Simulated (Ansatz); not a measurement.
## MnS, space group F-43m: a single point from a YAML input

Computed with Ansatz 0.2.0, Python API.

The script reads `mns.yaml`:
```yaml
crystal:
  lattice:
    - [0.0, 2.8, 2.8]
    - [2.8, 0.0, 2.8]
    - [2.8, 2.8, 0.0]
  atoms:
    - { symbol: Mn, position: [0.0, 0.0, 0.0], spin: 4.0 }
    - { symbol: S, position: [0.25, 0.25, 0.25] }
  symmetry: { detect: false }
magnetization:
  spin_polarized: true
kpoints:
  mp_grid: { kspacing: 0.3 }
hamiltonian:
  xc: r2scan
  hubbard: { sites: [{ species: Mn, l: d, u_eff: 1.0 }], double_counting: fll }
  pseudopotentials: { kind: paw, source: ansatz }
scf:
  occupations: { method: gaussian, width: 0.05 }
basis:
  ecutwfc: "21 Ha"
output:
  forces: true
```

Script `mns.py`:
```python
"""MnS from YAML text."""

from collections import Counter

import ansatz as az
import yaml


def main() -> None:
    with open("mns.yaml") as handle:
        tree = yaml.safe_load(handle)
    print("sections:", list(tree))
    out = az.Session.from_dict(tree).plan().execute()
    summary = out.report

    energy = summary["free_energy_ev"]
    print("MnS: {:.6f} eV = {:.6f} Ry = {:.6f} Ha".format(energy, energy / 13.605693, energy / 27.211386))
    print("Fermi level {:.4f} eV, {} k-points, {} symmetry operations".format(summary["fermi_energy_ev"], summary["n_kpoints"], summary["n_symmetry_ops"]))

    # forces, one row an atom
    print("forces (eV/A)")
    for site, force in zip(out.lattice.sites, summary["forces_ev_ang"]):
        print(f"  {site.symbol:2s} {force[0]:9.4f} {force[1]:9.4f} {force[2]:9.4f}")

    print(f"net moment {summary['magnetization_mub']:.3f} muB, absolute {summary['absolute_magnetization_mub']:.3f} muB")
    for index, (site, m) in enumerate(zip(out.lattice.sites, summary["site_moments_mub"])):
        print(f"  {index:2d} {site.symbol:2s} {m:7.3f}")

    print("energy terms (eV)")
    for term, value in summary["components"].items():
        if abs(value) > 1e-9:
            print(f"  {term:26s} {value:16.5f}")

    told = Counter((n["data"]["severity"], n["data"]["kind"]) for n in out.notices if n["event"] == "notice")
    for (severity, kind), count in sorted(told.items()):
        print(f"{severity:8s} {kind} x{count}")


if __name__ == "__main__":
    main()
```

Running `python mns.py` prints:
```text
sections: ['crystal', 'magnetization', 'kpoints', 'hamiltonian', 'scf', 'basis', 'output']
DeckWarning: basis.ecutwfc = 571.4391111657479 eV is below the records' recommended 720 eV, and the density's cutoff is lower with it unless basis.ecutrho_ratio is high enough to keep the records' density cutoff: compare with a run at a higher cutoff
MnS: -4811.666841 eV = -353.650993 Ry = -176.825497 Ha
Fermi level 8.0327 eV, 172 k-points, 1 symmetry operations
forces (eV/A)
  Mn    0.0000    0.0000    0.0000
  S    -0.0000    0.0000   -0.0000
net moment 5.000 muB, absolute 5.000 muB
   0 Mn   4.338
   1 S    0.090
energy terms (eV)
  e_band                           -375.83306
  e_kinetic                         658.86818
  e_local                         -3020.22580
  e_nonlocal                        244.88284
  e_hartree                        1009.07819
  e_xc                             -218.79977
  e_vxc                            -306.76021
  e_hubbard                           0.15715
  e_vhub                             -2.32097
  e_paw                           -1761.13759
  e_vpaw                              9.51289
  e_augmentation_tail                 0.00006
  e_vtau                             22.05442
  e_ewald                         -1724.09716
  e_core_change                      -0.39294
audit    band_cg_iterations x1
audit    preconditioner_resolved x1
audit    spin_hold_released x1
doubt    stability_check_not_made x1
```
(Warnings from the package without file and line.)

Reading the output:
- The settings weren't tested for convergence.
- The cutoff lies under the one recommended for these potentials.
- The energy terms are those on the plane-wave grid, with the one-centre PAW part apart; e_band, e_vxc and e_vpaw aren't summands of the total.
- An absolute Fermi energy rests on an arbitrary zero of the periodic potential and has no direct meaning.
- With one magnetic atom the cell can hold only ferromagnetic order.
- An opening on this mesh may only mean that it misses a point where bands touch.
- The starting cell is as deposited in a crystallographic database; the results hold for this polymorph, which needn't be the stable one.
- Levels are Kohn-Sham eigenvalues on this mesh.
- Timing: 46 s on 1 thread of Intel(R) Xeon(R) 6975P-C (Granite Rapids) (shared host), peak memory 1 GiB.

(Lines on the test bed's own set-up are left out of the output.)
